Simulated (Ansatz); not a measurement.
## SrSiGe, space group P-6m2: a check of PAW against all-electron LAPW

Run with Ansatz 0.2.0, Python API.

`run_paw_lapw.py`:
```python
"""Checking the PAW result for SrSiGe with LAPW."""

import ansatz as az
import numpy as np
from tabulate import tabulate

SETTINGS = {
    "kspacing": 0.24,
    "smearing": "gaussian",
    "xc": "pbesol",
}


def count_gap(report):
    # lowest empty less highest filled band, counting bands; zero where they overlap
    return max(report.get("gap_by_band_count_ev") or 0.0, 0.0)


def main() -> None:
    system = (
        az.Lattice.of((4.334236, 0.0, 0.0), (-2.167118, 3.753558, 0.0), (0.0, 0.0, 4.531548))
        .atom("Sr", (2 / 3, 1 / 3, 0.0))
        .atom("Si", (1 / 3, 2 / 3, 0.5))
        .atom("Ge", (0.0, 0.0, 0.5))
    )

    base = (
        system.calculation()
        .kpoints(spacing=SETTINGS["kspacing"])
        .occupations(SETTINGS["smearing"], width=100 * az.meV)
        .functional(SETTINGS["xc"])
        .stress()  # positive in compression
        .forces()
        .band_table()  # levels at the mesh points
    )
    variants = {
        "PAW": base.pseudopotentials("paw"),
        "LAPW": base.pseudopotentials("all_electron", lapw=True),
    }
    # totals differ by the cores that each treatment holds, so compare what does not depend on them
    rows = []
    for label, variant in variants.items():
        summary = variant.run(threads=1, backend="cpu").report
        levels = np.array(summary["eigenvalues_ev"][0]) - summary["fermi_energy_ev"]
        print(label, "levels at the first k-point near E_F:", np.round(levels[np.abs(levels) < 5], 3))
        rows.append((label, summary["n_electrons"], np.trace(summary["stress_gpa"]) / 3, float(np.abs(summary["forces_ev_ang"]).max()), count_gap(summary)))
    print(tabulate(rows, headers=["treatment", "electrons in bands", "P GPa", "max force component eV/A", "gap by band count eV"], floatfmt=".4f", tablefmt="simple"))


if __name__ == "__main__":
    main()
```

```console
$ python run_paw_lapw.py
DeckWarning: basis.ecutwfc = 420 eV, auto-derived from the records' recommended cutoffs: set by Sr (normal level)
PAW levels at the first k-point near E_F: [-2.344 -2.344 -2.294 -2.012  0.02   1.733  1.733  3.695]
LAPW levels at the first k-point near E_F: [-2.344 -2.344 -2.294 -2.013  0.021  1.734  1.734  3.696  4.227  4.227
  4.43 ]
treatment      electrons in bands    P GPa    max force component eV/A    gap by band count eV
-----------  --------------------  -------  --------------------------  ----------------------
PAW                       28.0000  -2.2487                      0.0000                  0.0000
LAPW                      62.0000  -2.2495                      0.0000                  0.0000
```
(Warnings from the package without file and line.)

PAW gives -2.249 GPa and LAPW -2.250 GPa, 0.001 GPa apart. They took 1.3 and 12.1 s of processor time.

Notes:
- The computed bands are complete only to about 2.5 eV above the Fermi level.
- A gap by band count of zero or less means overlapping bands, a metal.
- This cell is a computed structure, which may not be the phase found in nature.
- Levels are Kohn-Sham eigenvalues on this mesh, without spin-orbit coupling.
- Pressure is positive in compression; the treatments may keep other shells as core, so totals and counts of electrons can differ.
- It ran for 14 s on 1 thread of AMD EPYC 9R45 96-Core Processor (Zen 5) (shared host), peak memory 0.57 GiB.
